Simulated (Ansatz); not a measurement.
What does this script print? It uses Ansatz 0.2.0, Python API.

`run_opt.py`:
```python
"""Relax the H7SbSi2 molecule."""

import ansatz as az
import numpy as np

GEOMETRY = """
Si   -1.47200    0.63220   -0.55300
Si    0.28440   -0.63050   -0.46170
Sb    2.02580    0.52310    0.89920
H    -2.48650    0.02070   -1.36520
H    -1.15970    1.94990   -1.21100
H    -2.02170    0.93800    0.79440
H    -0.04060   -1.90480    0.17460
H     0.83660   -0.85450   -1.82480
H     1.15530    0.25390    2.43660
H     2.96130   -0.97930    1.11380
"""

molecule = az.Crystal.molecule()
for line in GEOMETRY.strip().splitlines():
    symbol, *xyz = line.split()
    molecule = molecule.atom(symbol, [float(v) for v in xyz])

calculation = (
    molecule.calculation()
    .basis(gaussian="def2-SVP")  # the orbital basis, by name
    .functional("B3LYP")
    .scf(lower_state_search="light")
)
symbols = [site.symbol for site in molecule.cartesian_sites]
start = np.array([site.position_ang for site in molecule.cartesian_sites], dtype=float)
def progress(event):
    if event["event"] == "relax_step":
        row = event["data"]
        print(f"step {row['step']:3d}  E = {row['lagrangian_ev']:.6f} eV  largest force component {row['allowed_force_max_ev_ang']:.4f} eV/A")


summary = calculation.relax(force_tolerance=0.005).session().plan().execute(on_event=progress).report
end = np.array(summary["positions_ang"])

print(f"E = {summary['free_energy_ev']:.6f} eV = {summary['free_energy_ev'] / 27.211386246:.7f} Ha")
print("converged:", summary["converged"], " doubts:", summary["published_state_doubts"] or "none")

print("final positions (A) and the move of each atom")
for symbol, xyz, old in zip(symbols, end, start):
    print(f"{symbol:2s} {xyz[0]:10.5f} {xyz[1]:10.5f} {xyz[2]:10.5f}   {np.linalg.norm(xyz - old):7.4f}")

charges = summary["charge_distribution"]
print("dipole moment", round(4.803205 * float(np.linalg.norm(charges["dipole_moment_e_ang"])), 3), "D")
print("Mulliken:", [(s, round(q, 3)) for s, q in zip(symbols, charges["mulliken_charges_e"])])
with open("h7sbsi2_opt.xyz", "w") as handle:
    handle.write(f"{len(symbols)}\nrelaxed H7SbSi2\n")
    handle.writelines(f"{s:2s} {x:11.6f} {y:11.6f} {z:11.6f}\n" for s, (x, y, z) in zip(symbols, end))
```

Running `python run_opt.py` prints:
```text
step   1  E = -22404.517006 eV  largest force component 2.2024 eV/A
step   2  E = -22404.883774 eV  largest force component 0.6902 eV/A
step   3  E = -22404.943039 eV  largest force component 0.2598 eV/A
step   4  E = -22404.950194 eV  largest force component 0.0362 eV/A
step   5  E = -22404.950904 eV  largest force component 0.0126 eV/A
step   6  E = -22404.951048 eV  largest force component 0.0084 eV/A
step   7  E = -22404.951140 eV  largest force component 0.0037 eV/A
step   8  E = -22404.951160 eV  largest force component 0.0024 eV/A
step   9  E = -22404.951171 eV  largest force component 0.0034 eV/A
step  10  E = -22404.951180 eV  largest force component 0.0039 eV/A
E = -22404.951475 eV = -823.3667801 Ha
converged: True  doubts: none
final positions (A) and the move of each atom
Si   -1.58938    0.69757   -0.59765    0.1416
Si    0.32852   -0.66327   -0.43532    0.0610
Sb    2.20555    0.50955    0.97021    0.1937
H    -2.63197    0.05275   -1.45130    0.1721
H    -1.22859    2.01677   -1.19848    0.0968
H    -2.16407    0.93749    0.75983    0.1465
H    -0.04020   -1.99045    0.14471    0.0907
H     0.87687   -0.89708   -1.80739    0.0611
H     1.30519    0.27835    2.42282    0.1525
H     3.02098   -0.99298    1.19547    0.1021
dipole moment 0.201 D
Mulliken: [('Si', 0.236), ('Si', 0.105), ('Sb', 0.145), ('H', -0.071), ('H', -0.076), ('H', -0.074), ('H', -0.06), ('H', -0.067), ('H', -0.071), ('H', -0.069)]
```

File `h7sbsi2_opt.xyz` afterwards:
```text
10
relaxed H7SbSi2
Si   -1.589377    0.697573   -0.597650
Si    0.328517   -0.663270   -0.435319
Sb    2.205547    0.509554    0.970213
H    -2.631971    0.052746   -1.451301
H    -1.228591    2.016770   -1.198482
H    -2.164070    0.937488    0.759830
H    -0.040198   -1.990450    0.144710
H     0.876871   -0.897078   -1.807386
H     1.305189    0.278350    2.422816
H     3.020982   -0.992983    1.195469
```

What to keep in mind:
- The settings weren't tested for convergence.
- The end point is the stationary point reached from this start; no frequency run checks that it is a minimum, and the basis set is modest.
- def2 sets replace the cores of elements past krypton by effective core potentials.
- b3lyp holds the VWN-RPA fit, as in Gaussian; the form of ORCA and Turbomole is b3lyp5.
- It ran for 51 s on 1 thread of Arm Neoverse V1 (shared host), peak memory 0.29 GiB.
